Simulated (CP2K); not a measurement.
# BSiH4TeClO (SMILES OB(Cl)[Te][SiH3]), run twice

Aim: the energy of BSiH4TeClO at PM6.

Program for the calculation: CP2K 2026.2.

2 further runs of the same task are left out: 2 set aside as unsound or not needed.

## 1. The molecule

The species is BSiH4TeClO (9 atoms), meant as a singlet with charge 0. As SMILES, `OB(Cl)[Te][SiH3]`. The shape comes from a force field and isn't a relaxed structure. This is one conformer, not always the lowest.

Bond lengths: O1–B2 1.435 Å, B2–Cl3 1.826 Å, B2–Te4 2.212 Å, Te4–Si5 2.445 Å, O1–H6 0.928 Å, Si5–H7 1.501 Å, Si5–H8 1.456 Å, Si5–H9 1.514 Å. Some angles: O1–B2–Cl3 120.3°, O1–B2–Te4 121.2°, Cl3–B2–Te4 118.3°, B2–Te4–Si5 90.9°, B2–O1–H6 109.4°, Te4–Si5–H7 108.4°, Te4–Si5–H8 110.7°, Te4–Si5–H9 110.7°, H7–Si5–H8 108.0°, H7–Si5–H9 107.1°.

## 2. The input as first written

The input, run.inp:

```
&GLOBAL
  PROJECT_NAME run
  RUN_TYPE ENERGY
  PRINT_LEVEL MEDIUM
&END GLOBAL
&FORCE_EVAL
  METHOD QUICKSTEP
  &DFT
    CHARGE 0
    MULTIPLICITY 1
    # Quickstep
    &QS
      METHOD PM6
      EPS_DEFAULT 1.0E-10
      &SE
        &COULOMB
          CUTOFF [angstrom] 50
          RC_RANGE [angstrom] 0
        &END COULOMB
        &EXCHANGE
          CUTOFF [angstrom] 50
          RC_RANGE [angstrom] 0
        &END EXCHANGE
      &END SE
    &END QS
    &POISSON
      PERIODIC NONE
      POISSON_SOLVER ANALYTIC
    &END POISSON
    &SCF
      SCF_GUESS ATOMIC
      EPS_SCF 1.0E-06
      MAX_SCF 40
      &OT ON
        MINIMIZER CG
        PRECONDITIONER FULL_ALL
      &END OT
      &OUTER_SCF
        EPS_SCF 1.0E-06
        MAX_SCF 8
      &END OUTER_SCF
    &PRINT
      &MOMENTS
        PERIODIC F
        REFERENCE COM
        MAX_MOMENT 1
      &END MOMENTS
      &MO_CUBES
        NLUMO 5
        NHOMO -1
        WRITE_CUBE F
      &END MO_CUBES
      &HIRSHFELD OFF
      &END HIRSHFELD
    &END PRINT
  &END DFT
  # atoms, cell and kinds
  &SUBSYS
    &CELL
      ABC [angstrom] 15.9 17.4 15.3
      PERIODIC NONE
    &END CELL
    &COORD
      O     -1.816100     1.295400     0.830600
      B     -0.801500     1.461300    -0.170500
      Cl     0.393500     2.837200    -0.053800
      Te    -0.535400    -0.022900    -1.788300
      Si     0.850800    -1.415100    -0.332800
      H     -1.477400     0.789500     1.531400
      H      2.064800    -0.624900     0.060900
      H      1.299400    -2.608000    -1.036600
      H      0.110500    -1.758700     0.941900
    &END COORD
    &TOPOLOGY
      &CENTER_COORDINATES
      &END CENTER_COORDINATES
    &END TOPOLOGY
  &END SUBSYS
&END FORCE_EVAL
```

The run is started by

```console
$ OMP_NUM_THREADS=1 cp2k.psmp -i run.inp -o run.out
```

Output:

```text
Possible matches for unknown subsection

 MOMENTS

   subsection MOMENTS in section %__ROOT__%FORCE_EVAL%DFT%ENERGY_CORRECTION%PRINT score:  110
   subsection MOMENTS in section %__ROOT__%FORCE_EVAL%DFT%REAL_TIME_PROPAGATION%PRINT score:  110
   subsection MOMENTS in section %__ROOT__%FORCE_EVAL%DFT%PRINT score:  110
   subsection MOMENTS_FT in section %__ROOT__%FORCE_EVAL%DFT%REAL_TIME_PROPAGATION%PRINT score:  107
   enum SILENT in section %__ROOT__%GLOBAL%PRINT for keyword _SECTION_PARAMETERS_ score:  106

 *******************************************************************************
 *   ___                                                                       *
 *  /   \                                                                      *
 * [ABORT]                                                                     *
 *  \___/               unknown subsection MOMENTS of section PRINT            *
 *    |                                                                        *
 *  O/|                                                                        *
 * /| |                                                                        *
 * / \                                               input/input_parsing.F:192 *
 *******************************************************************************

 ===== Routine Calling Stack =====

            6 section_vals_parse
            5 section_vals_parse
            4 section_vals_parse
            3 section_vals_parse
            2 section_vals_parse
            1 read_input
```

It took 0.91 s on 1 thread of Intel Xeon 6975P-C (Granite Rapids), shared host; peak memory 0.16 GiB.

## 3. Reading the log

The input was rejected.

The telling line is `\___/               unknown subsection MOMENTS of section PRINT`. What is wrong: a section of the input isn't closed.

## 4. Second attempt

The input, molecule.inp:

```
&GLOBAL
    PROJECT_NAME molecule
    RUN_TYPE ENERGY
    PRINT_LEVEL MEDIUM
&END GLOBAL

&FORCE_EVAL
    METHOD QS
    &DFT
        CHARGE 0
        MULTIPLICITY 1
        &QS
            METHOD PM6
            EPS_DEFAULT 1.0E-10
            &SE
                &COULOMB
                    CUTOFF [angstrom] 50
                    RC_RANGE [angstrom] 0
                &END COULOMB
                &EXCHANGE
                    CUTOFF [angstrom] 50
                    RC_RANGE [angstrom] 0
                &END EXCHANGE
            &END SE
        &END QS
        &POISSON
            PERIODIC NONE
            POISSON_SOLVER ANALYTIC
        &END POISSON
        &SCF
            SCF_GUESS ATOMIC
            EPS_SCF 1.0E-06
            MAX_SCF 40
            &OT ON
                MINIMIZER CG
                PRECONDITIONER FULL_ALL
            &END OT
            &OUTER_SCF
                EPS_SCF 1.0E-06
                MAX_SCF 8
            &END OUTER_SCF
        &END SCF
        &PRINT
            &MOMENTS
                PERIODIC F
                REFERENCE COM
                MAX_MOMENT 1
            &END MOMENTS
            &MO_CUBES
                NLUMO 5
                NHOMO -1
                WRITE_CUBE F
            &END MO_CUBES
            &HIRSHFELD OFF
            &END HIRSHFELD
        &END PRINT
    &END DFT
    &SUBSYS
        &CELL
            ABC [angstrom] 15.9 17.4 15.3
            PERIODIC NONE
        &END CELL
        &COORD
            O     -1.816100     1.295400     0.830600
            B     -0.801500     1.461300    -0.170500
            Cl     0.393500     2.837200    -0.053800
            Te    -0.535400    -0.022900    -1.788300
            Si     0.850800    -1.415100    -0.332800
            H     -1.477400     0.789500     1.531400
            H      2.064800    -0.624900     0.060900
            H      1.299400    -2.608000    -1.036600
            H      0.110500    -1.758700     0.941900
        &END COORD
        &TOPOLOGY
            &CENTER_COORDINATES
            &END CENTER_COORDINATES
        &END TOPOLOGY
    &END SUBSYS
&END FORCE_EVAL
```

The run is started by

```console
$ OMP_NUM_THREADS=1 cp2k.psmp molecule.inp > molecule.out
```

Output:

```text
CP2K| version string:                                       CP2K version 2026.2
[...]
 GLOBAL| Method name                                                        CP2K
[...]
 GLOBAL| Run type                                                         ENERGY
[...]
                             - Atoms:                                          9
[...]
                             - Spherical basis functions:                     34
[...]
 Number of electrons:                                                         30
[...]
     1 OT CG       0.15E+00    0.0     0.28986191       -33.1352226637 -3.31E+01
[...]
     7 OT CG       0.40E+00    0.0     0.00000038       -38.3487312119 -2.08E-10
  *** SCF run converged in     7 steps ***
  Core-core repulsion energy [eV]:                           1635.53429921057500
  Core Hamiltonian energy [eV]:                             -1618.61311215592946
  Two-electron integral energy [eV]:                        -2120.88646494509157
  Electronic energy [eV]:                                   -2679.05634462847502
  Total energy [eV]:                                        -1043.52204541790024
  Atomic reference energy [eV]:                              1029.11944088529231
  Heat of formation [kcal/mol]:                              -332.13197704288433
[...]
 SE_DIPOLE| Moment [Debye]         -1.67329540       3.22409125      -2.49369546
 SE_DIPOLE| Derivative [a.u.]       0.00000000       0.00000000       0.00000000
 *** WARNING in qs_scf_post_se.F:140 :: Printing of MO cube files not ***
 *** implemented for Semi-Empirical method.                           ***
 ENERGY| Total FORCE_EVAL ( QS ) energy [hartree]            -38.348731211862813
[...]
```

Run time: 1.4 s. Hardware: 1 thread of Intel Xeon 6975P-C (Granite Rapids), shared host; peak memory 0.19 GiB.

## 5. What came out

At PM6:

```
         quantity            value
     total energy     -38.34873 Eh
    dipole moment           4.41 D
heat of formation  -332.1 kcal/mol
```
